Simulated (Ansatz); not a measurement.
# C3H11AlO: a ladder of functionals and wavefunction methods

The task here is to estimate one member of a computed series from the others.

Method: functionals in def2-TZVPP, the program's frozen cores in correlated methods; program: Ansatz 0.2.0, Gaussian basis.

Plan: LDA (SPW92), PBE-D4, revPBE-D4, BLYP-D4, r2SCAN-D4, B97M-V, PBE0-D4, B3LYP-D4, r2SCANh-D4, r2SCAN0-D4, HSE06-D4, BHLYP-D4, CAM-B3LYP-D4, LC-ωPBE, ωB97X-V, ωB97M-V, B2PLYP, PBE-QIDH; CCSD(T)/def2-SVP; CCSD(T)/def2-TZVPP; MP2/def2-QZVPP; extrapolation to the limit; RPA on PBE.

## The relaxed structure

An earlier PBE0-D4 in a triple-zeta def2 set relaxation fixed the geometry.

SMILES `[CH3][Al-]([CH3])([CH3])[OH2+]`, 16 atoms, charge 0, spin multiplicity 1.

Atoms are counted from 1 here; the program's logs count them from 0.

Bond lengths: C1–Al2 1.979 Å, C1–H6 1.097 Å, C1–H7 1.096 Å, C1–H8 1.097 Å, Al2–C3 1.979 Å, Al2–C4 1.967 Å, Al2–O5 2.056 Å, C3–H9 1.097 Å, C3–H10 1.097 Å, C3–H11 1.096 Å, C4–H12 1.095 Å, C4–H13 1.096 Å, C4–H14 1.095 Å, O5–H15 0.964 Å, O5–H16 0.964 Å. Angles: Al2–C1–H6 113.5°, Al2–C1–H7 110.6°, Al2–C1–H8 113.0°, H6–C1–H7 106.0°, H6–C1–H8 107.6°, H7–C1–H8 105.7°, C1–Al2–C3 117.7°, C1–Al2–C4 118.0°, C1–Al2–O5 96.4°, C3–Al2–C4 118.0°, C3–Al2–O5 96.3°, C4–Al2–O5 102.6°, Al2–C3–H9 113.0°, Al2–C3–H10 113.5°, Al2–C3–H11 110.6°, H9–C3–H10 107.6°, H9–C3–H11 105.7°, H10–C3–H11 106.0° and more.

Set-up of the first run:

File in.yaml:

```yaml
crystal:
  periodic: [false, false, false]
  atoms:
    - {symbol: C, position_ang: [-0.625974, 0.726214, -1.711968]}
    - {symbol: Al, position_ang: [0.085110, -0.142633, -0.082251]}
    - {symbol: C, position_ang: [1.692355, 0.650692, 0.756722]}
    - {symbol: C, position_ang: [-0.214923, -2.073503, 0.139271]}
    - {symbol: O, position_ang: [-1.276772, 0.673984, 1.223674]}
    - {symbol: H, position_ang: [-0.575030, 1.821124, -1.680880]}
    - {symbol: H, position_ang: [-0.049438, 0.422091, -2.593086]}
    - {symbol: H, position_ang: [-1.665248, 0.448760, -1.926771]}
    - {symbol: H, position_ang: [1.834148, 0.332171, 1.796717]}
    - {symbol: H, position_ang: [1.696619, 1.747160, 0.742459]}
    - {symbol: H, position_ang: [2.598190, 0.338631, 0.224443]}
    - {symbol: H, position_ang: [-0.023889, -2.410532, 1.163568]}
    - {symbol: H, position_ang: [0.449292, -2.654777, -0.510522]}
    - {symbol: H, position_ang: [-1.238279, -2.368282, -0.116043]}
    - {symbol: H, position_ang: [-0.820296, 1.221008, 1.872730]}
    - {symbol: H, position_ang: [-1.888766, 1.245192, 0.746136]}
basis:
  gaussian: {orbitals: def2-TZVPP}
hamiltonian: {xc: lda}
output: {orbitals: {seedname: orbitals}}
```

Run with:

```
$ ansatz run in.yaml --threads 4 --pin off --events-out ev --progress --plain --max-ram 11315MiB
```

Among the steps run: LDA; PBE-D4 (GGA); revPBE-D4 (GGA); BLYP-D4 (GGA); r2SCAN-D4 (meta-GGA); B97M-V (meta-GGA); PBE0-D4 (hybrid); B3LYP-D4 (hybrid); r2SCANh-D4 (hybrid); r2SCAN0-D4 (hybrid); HSE06-D4 (hybrid); BHLYP-D4 (hybrid); CAM-B3LYP-D4 (range-separated); LC-ωPBE (range-separated); ωB97X-V (range-separated); ωB97M-V (range-separated); B2PLYP (double hybrid); PBE-QIDH (double hybrid).

One table of the session follows, with a row left open; its other results are not shown here.

It belongs to the step «Orbital energies across the functionals». 

| functional | HOMO (eV) | gap (eV) |
| --- | --- | --- |
| LDA (SPW92) | -5.73 | 4.39 |
| PBE-D4 | -5.61 | 4.39 |
| revPBE-D4 | -5.56 | 4.42 |
| BLYP-D4 | -5.50 | 4.21 |
| r2SCAN-D4 | ? | ? |
| B97M-V | -5.95 | 4.96 |
| PBE0-D4 | -6.89 | 6.56 |
| B3LYP-D4 | -6.68 | 5.94 |
| r2SCANh-D4 | -6.35 | 6.07 |
| r2SCAN0-D4 | -7.06 | 7.17 |
| HSE06-D4 | -6.49 | 5.78 |
| BHLYP-D4 | -8.09 | 8.36 |
| CAM-B3LYP-D4 | -8.28 | 8.69 |
| LC-ωPBE | -9.65 | 11.46 |
| ωB97X-V | -9.29 | 10.86 |
| ωB97M-V | -9.15 | 10.26 |

Q: Estimate the row for r2SCAN-D4 from the others.

Worked estimate for «HOMO (eV)». Against the share of exact exchange, r2SCANh-D4 (0.1, -6.35), r2SCAN0-D4 (0.25, -7.06) give a slope of -4.73 per unit share; at 0 the line stands at -5.88.

As computed: HOMO (eV): -5.87; gap (eV): 5.33. In «HOMO (eV)» the line misses by -0.01.
